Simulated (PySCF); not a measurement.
# GaSe⁺ (triplet) with other numerical set-ups

The method stays; parts of the set-up, such as the basis or the Hamiltonian, are changed.

Computed with PySCF 2.14.0. Level: each script names its method and basis.

7 further runs of the same task are left out: 7 that didn't finish.

## (1) The starting structure

GaSe⁺ (triplet): 2 atoms, charge 1, spin multiplicity 3.

Bond lengths: Ga1–Se2 2.783 Å.

## (2) The run that the others are compared with

input.py reads:

```python
from pyscf import gto, dft

mol = gto.M(
    atom='Ga 0 0 0; Se 0 0 2.783',
    basis='sbkjc',
    ecp={'Ga': 'sbkjc', 'Se': 'sbkjc'},
    charge=1,
    spin=2,
    symmetry=True,
    verbose=4,
)
mf = dft.UKS(mol, xc='wb97x')
mf.kernel()
mf.mulliken_pop()
mf.dip_moment()
print('orbital energies (hartree):', [e[max(0, n-3):n+3].round(4) for e, n in zip(mf.mo_energy, mol.nelec)])
```

Run with:

```console
OMP_NUM_THREADS=1 python input.py
```

Its log is not repeated here.

In short: E(SCF) = -267.407581 Eh, ⟨S²⟩ = 2.005.

The bond length is a typed value, not an optimised one. The dipole of an ion depends on the origin. The triplet is typed in the script; nothing here shows that it is the ground state.

## (3) Lanl2dz

Run 1 changes basis set: sbkjc → lanl2dz. The core potential changes with it: totals don't compare.

input.py reads:

```python
from pyscf import gto, dft

mol = gto.M(
    atom='Ga 0 0 0; Se 0 0 2.783',
    basis='lanl2dz',
    ecp={'Ga': 'lanl2dz', 'Se': 'lanl2dz'},
    charge=1,
    spin=2,
    symmetry=True,
    verbose=4,
)
mf = dft.UKS(mol, xc='wb97x')
mf.kernel()
mf.mulliken_pop()
mf.dip_moment()
print('orbital energies (hartree):', [e[max(0, n-3):n+3].round(4) for e, n in zip(mf.mo_energy, mol.nelec)])
```

Run with:

```console
OMP_NUM_THREADS=1 python input.py
```

## (4) Density fitting auto

Run 2 changes density fitting: none → auto.

Changes to input.py since step 2:

```diff
@@ -12,2 +12,3 @@
 mf = dft.UKS(mol, xc='wb97x')
+mf = mf.density_fit()
 mf.kernel()
```

## (5) Integration grid 2

Run 3 changes integration grid: default → 2.

Changes to input.py since step 2:

```diff
@@ -12,2 +12,3 @@
 mf = dft.UKS(mol, xc='wb97x')
+mf.grids.level = 2
 mf.kernel()
```

Q: Predict the outcome of this session. Wanted: for each run, E(SCF); from base; gap, α spin.

As calculated:

| run | E(SCF) (hartree) | from base (eV) | cycles | gap, α spin (eV) | functions |
| --- | --- | --- | --- | --- | --- |
| base | -267.407581 | 0 | 17 | 10.09 | 39 |
| lanl2dz | -10.962236 | not comparable | 9 | 9.68 | 16 |
| density fitting auto | -267.407672 | -0.0025 | 17 | 10.09 | 39 |
| integration grid 2 | -267.407547 | +0.0009 | 17 | 10.09 | 39 |

Of the runs whose energies can be compared, “density fitting auto” moves the SCF energy most (-0.002 eV).
